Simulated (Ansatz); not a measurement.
# CaFe2As2: the cost of one run

Program: Ansatz 0.2.0. Level of theory: DFT LDA, scalar-relativistic, plane waves, PAW. These are calculated values, not measurements.

## (1) The starting structure

Symmetry: I4/mmm, No. 139, tetragonal system. Conventional cell: a = 3.892 Å, b = 3.892 Å, c = 10.063 Å, α = 90.00°, β = 90.00°, γ = 90.00°. Around Ca (site symmetry 4/mmm) lie 8 As at 3.08 Å and 8 Fe at 3.18 Å. Around Fe (site symmetry -4m2) lie 4 As at 2.26 Å. Around As (site symmetry 4mm) lie 4 Fe at 2.26 Å and 1 As at 2.75 Å and 4 Ca at 3.08 Å.

Structure file:

```
Ca Fe As
1.0
     0.00000    2.75236    5.03157
     2.75240    0.00000    5.03157
     2.75240    2.75236    0.00000
Ca Fe As
1 2 2
Direct
  0.50000 0.50000 0.50000
  0.25000 0.25000 0.25000
  0.75000 0.75000 0.75000
  0.86358 0.86358 0.13642
  0.13642 0.13642 0.86358
```

## (2) Bands and density of states at the final cell

File input.yaml:

```yaml
crystal:
  lattice:
    - [0.0, 2.7523599598, 5.0315699005]
    - [2.7524030198, 0.0, 5.0315699005]
    - [2.7524030198, 2.7523599598, 0.0]
  atoms:
    - { symbol: Ca, position: [0.5, 0.5, 0.5] }
    - { symbol: Fe, position: [0.25, 0.25, 0.25] }
    - { symbol: Fe, position: [0.75, 0.75, 0.75] }
    - { symbol: As, position: [0.8635797487, 0.8635797487, 0.1364202513] }
    - { symbol: As, position: [0.1364202513, 0.1364202513, 0.8635797487] }
basis:
  ecutwfc: 420
  ecutrho_ratio: 4
kpoints:
  mp_grid: { grid: [12, 12, 12] }
  band_path:
    path:
      - [[0.0, 0.0, 0.0], [0.49999609, 3.91e-06, 0.5], [0.74999609, 0.25000391, 0.5], [0.49999609, 0.50000391, 0.5], [0.0, 0.0, 0.0], [0.5, 0.5, 0.0], [0.71259248, 0.71259914, 0.42519162]]
      - [[0.28739969, 0.28740869, 0.57480838], [0.0, 0.0, 0.0]]
      - [[0.49999609, 3.91e-06, 0.5], [0.4999955, 0.07481288, 0.57480838]]
      - [[0.92518829, 0.50000333, 0.42519162], [0.5, 0.5, 0.0]]
    npoints: 14
hamiltonian:
  xc: lda
scf:
  occupations: { method: gaussian, width: 0.05 }
  n_extra_bands: 22
output:
  forces: true
  stress: true
  eigenvalues: true
  populations: true
  dos: { projected: true, de: 0.02, nscf_kmesh: { grid: [18, 18, 18] } }
  bader: true
```

Launch:

```bash
ansatz run input.yaml --threads 4 --pin off --max-ram 10240MiB --backend cpu --events-out ev --progress --plain --runs-dir out
```

What time and memory should one allow on 4 threads of Arm Neoverse V1, shared host?

About 87 s, with a peak of 2.1 GiB.
